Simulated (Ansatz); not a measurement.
# BGaH₄O: how energies converge with the basis set

One table from this session's results is given with a row withheld; the runs are named, their logs left out.

Method: one geometry, several basis sets; program: Ansatz 0.2.0, Gaussian basis.

Plan: PBE0-D4/def2-SVP; ωB97M-V/def2-SVP; PBE0-D4/def2-QZVPP; ωB97M-V/def2-QZVPP; the functionals' def2-TZVPP values are taken from earlier runs.

### The geometry

An earlier PBE0-D4 in a triple-zeta def2 set relaxation fixed the geometry.

SMILES `B[O][GaH2]`, 7 atoms, charge 0, spin multiplicity 1.

Atoms are counted from 1 here; the program's logs count them from 0.

Bond lengths: B1–O2 1.331 Å, B1–H4 1.208 Å, B1–H5 1.205 Å, O2–Ga3 1.788 Å, Ga3–H6 1.555 Å, Ga3–H7 1.555 Å. Angles: O2–B1–H4 120.8°, O2–B1–H5 118.8°, H4–B1–H5 120.4°, B1–O2–Ga3 149.5°, O2–Ga3–H6 114.4°, O2–Ga3–H7 114.4°, H6–Ga3–H7 131.1°.

Set-up of the first run:

in.yaml reads:

```yaml
crystal:
  periodic: [false, false, false]
  atoms:
    - {symbol: B, position_ang: [-1.124345, 0.110456, -0.970912]}
    - {symbol: O, position_ang: [-0.021343, 0.384361, -0.278027]}
    - {symbol: Ga, position_ang: [1.162236, -0.078716, 0.979488]}
    - {symbol: H, position_ang: [-1.742429, -0.908901, -0.772804]}
    - {symbol: H, position_ang: [-1.498472, 0.898475, -1.802533]}
    - {symbol: H, position_ang: [0.831910, 0.459530, 2.400664]}
    - {symbol: H, position_ang: [2.392435, -0.865204, 0.444123]}
basis:
  gaussian: {orbitals: def2-SVP}
hamiltonian: {xc: pbe0, dispersion: d4}
output: {orbitals: {seedname: orbitals}}
```

Run with:

```console
> ansatz run in.yaml --threads 2 --pin off --events-out ev --progress --plain --max-ram 4352MiB
```

Among the steps run: PBE0-D4 in def2-SVP; ωB97M-V in def2-SVP; PBE0-D4 in def2-QZVPP; ωB97M-V in def2-QZVPP.

One of the session's tables, all rows but one given; the rest of the session is left out.

It belongs to the step «Density functionals: the series». 

```
functional       basis  HOMO (eV)  LUMO (eV)
   PBE0-D4    def2-SVP      -7.62      -1.62
   PBE0-D4  def2-TZVPP      -7.67      -1.63
   PBE0-D4  def2-QZVPP      -7.67      -1.67
   ωB97M-V    def2-SVP      -9.90       0.11
   ωB97M-V  def2-TZVPP      -9.99       0.05
   ωB97M-V  def2-QZVPP          ?          ?
```

**Question.** Estimate the row for ωB97M-V, def2-QZVPP.

The run gave: HOMO (eV): -10.00; LUMO (eV): -0.13. In the column «HOMO (eV)» it is the lowest.
